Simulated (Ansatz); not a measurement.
A run of Ansatz 0.2.0 is set up as follows.

Contents of input.yaml:

```yaml
crystal:
  lattice:
    - [-1.38636625, 1.98220299, 4.153262805]
    - [1.38636625, -1.98220299, 4.153262805]
    - [1.38636625, 1.98220299, -4.153262805]
  atoms:
    - { symbol: Pt, position: [0.3367753, 0.3367753, 0.0] }
    - { symbol: Pt, position: [0.6632247, 0.6632247, 0.0] }
    - { symbol: W, position: [0.0, 0.0, 0.0] }
hamiltonian:
  xc: pbesol
  pseudopotentials: { kind: paw }
kpoints:
  mp_grid: { grid: [10, 10, 10] }
scf:
  occupations: { method: fermi_dirac, width: 0.05 }
phonons:
  method: dfpt
```

Potentials or basis: Ansatz PAW.

The run is started by

```console
$ ansatz run input.yaml --threads 2 --pin off --max-ram 5632MiB --backend cpu --events-out ev --progress --plain --runs-dir out
```

Q: Predict the highest phonon frequency at Γ.

A: 183 cm⁻¹.

Q: What does it give for the band gap on the k mesh?

A: None (metal or under the smearing width).

Phonon frequencies in cm⁻¹ (negative: imaginary):
```tsv
q point	frequencies
(0.000, 0.000, 0.000)	0 0 0 107 117 130 149 161 183
```

 Spin-orbit coupling is left out, which matters for the levels of Pt, W.
